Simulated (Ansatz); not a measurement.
# ZrC: pressure up to the limit of the methods

One table from this session's results is given with a row withheld; the runs are named, their logs left out.

Computed with Ansatz 0.2.0 (DFT, PBEsol, PAW with Ansatz's default frozen-core files, scalar-relativistic, unless a step's input says otherwise).

## Starting point

Symmetry: Fm-3m, No. 225, cubic system. Conventional cell: a = 4.713 Å, b = 4.713 Å, c = 4.713 Å, α = 90.00°, β = 90.00°, γ = 90.00°. Around Zr (site symmetry m-3m) lie 6 C at 2.36 Å. C (site symmetry m-3m) has 6 Zr at 2.36 Å as nearest neighbours.

As a file:

```cif
data_structure
_symmetry_space_group_name_H-M 'P 1'
_symmetry_Int_Tables_number 1
_cell_length_a 3.3325
_cell_length_b 3.3325
_cell_length_c 3.3325
_cell_angle_alpha 60.000
_cell_angle_beta 60.000
_cell_angle_gamma 60.000
_cell_volume 26.17
loop_
_atom_site_label
_atom_site_type_symbol
_atom_site_fract_x
_atom_site_fract_y
_atom_site_fract_z
_atom_site_occupancy
Zr1 Zr 0.00000 0.00000 0.00000 1
C1 C 0.50000 0.50000 0.50000 1
```

Whether this phase is the stable one at these pressures isn't tested.

Atoms are numbered in the order of the input: Zr1, C2.

Set-up of the first run:

File input.yaml:

```yaml
crystal:
  lattice:
    - [0.0, 2.3564331911, 2.3564331911]
    - [2.3564331911, 0.0, 2.3564331911]
    - [2.3564331911, 2.3564331911, 0.0]
  atoms:
    - { symbol: Zr, position: [0.0, 0.0, 0.0] }
    - { symbol: C, position: [0.5, 0.5, 0.5] }
kpoints:
  mp_grid: { grid: [13, 13, 13] }
scf:
  occupations: { method: fermi_dirac, width: 0.05 }
hamiltonian:
  xc: pbesol
  pseudopotentials: { kind: paw }
output:
  forces: true
  stress: true
relax:
  f_tol: 0.01
  max_steps: 30
```

The run is started by

```
$ ansatz run input.yaml --threads 1 --pin off --max-ram 2048MiB --backend cpu --events-out ev --progress --plain --runs-dir out
```

Steps of the session up to this table: Atoms relaxed at the given volume, PAW; Volume scaled by 1, PAW; Atoms relaxed at 0.75 of the volume, PAW; Volume scaled by 0.75, PAW; Atoms relaxed at 0.65 of the volume, PAW; Volume scaled by 0.65, PAW; Atoms relaxed at 0.5 of the volume, PAW; Volume scaled by 0.5, PAW.

One of the session's tables, all rows but one given; the rest of the session is left out.

```
method  volume over the first  volume (Å³/atom)  pressure (GPa)
   PAW                      1            13.085           -6.25
   PAW                   0.75             9.814          102.54
   PAW                   0.65                 ?               ?
   PAW                    0.5             6.542          542.43
```

**Question.** Estimate the row for PAW, 0.65.

As computed: volume (Å³/atom): 8.505; pressure (GPa): 209.15. In the column «volume (Å³/atom)» it lies between PAW, 0.5 (6.542) and PAW, 0.75 (9.814).

To keep in mind: Warnings in the runs' records: stress scf threshold loose.
